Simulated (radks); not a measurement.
**Exchange and kinetic functionals tested on atomic densities: Tm³⁶⁺, H, Al²⁺, Rb, W⁴¹⁺, Cu⁺**

An exercise on one series of results from a longer session: the logs are not shown, and one member is left open.

Program: radks (a radial shooting solver on a logarithmic mesh, Libxc functionals) version 1. Level of theory: non-relativistic Kohn-Sham, PBE, spin-polarised, spherical densities, point nucleus; open shells are filled with parallel spins first. These are calculated values, not measurements, unless marked.

## The system

```
species : Tm³⁶⁺ ([Ar] 3d10 4s2 4p3), H (1s1), Al²⁺ ([Ne] 3s1), Rb ([Kr] 5s1), W⁴¹⁺ ([Ar] 3d10 4s2 4p3), Cu⁺ ([Ar] 3d10)
```

The first run:

Input:

```text
Z 69
configuration [Ar] 3d10 4s2 4p3
relativity non-relativistic
functional pbe,pbe
spin polarised
nucleus point
```

Among the steps run: Tm³⁶⁺, [Ar] 3d10 4s2 4p3.

One table of the session follows, with a row left open; its other results are not shown here.

It belongs to the step «Tm³⁶⁺, [Ar] 3d10 4s2 4p3». From the orbitals of this run (lengths in bohr):

| level | <r> | outermost maximum (interpolated) | 90 % within | nodes |
| --- | --- | --- | --- | --- |
| 3p up | ? | ? | ? | ? |
| 3p down | 0.2240 | 0.206 | 0.332 | 1 |
| 3d up | 0.1968 | 0.163 | 0.304 | 0 |
| 3d down | 0.1967 | 0.163 | 0.303 | 0 |
| 4s up | 0.4667 | 0.461 | 0.657 | 3 |
| 4s down | 0.4670 | 0.460 | 0.658 | 3 |
| 4p up | 0.4641 | 0.457 | 0.659 | 2 |
| 4p down | 0.4644 | 0.457 | 0.661 | 2 |

**Question.** Estimate the row for 3p up.

**Answer.** <r>: 0.2241; outermost maximum (interpolated): 0.206; 90 % within: 0.333; nodes: 1. In the column «<r>» it lies between 3p down (0.2240) and 4p up (0.4641).
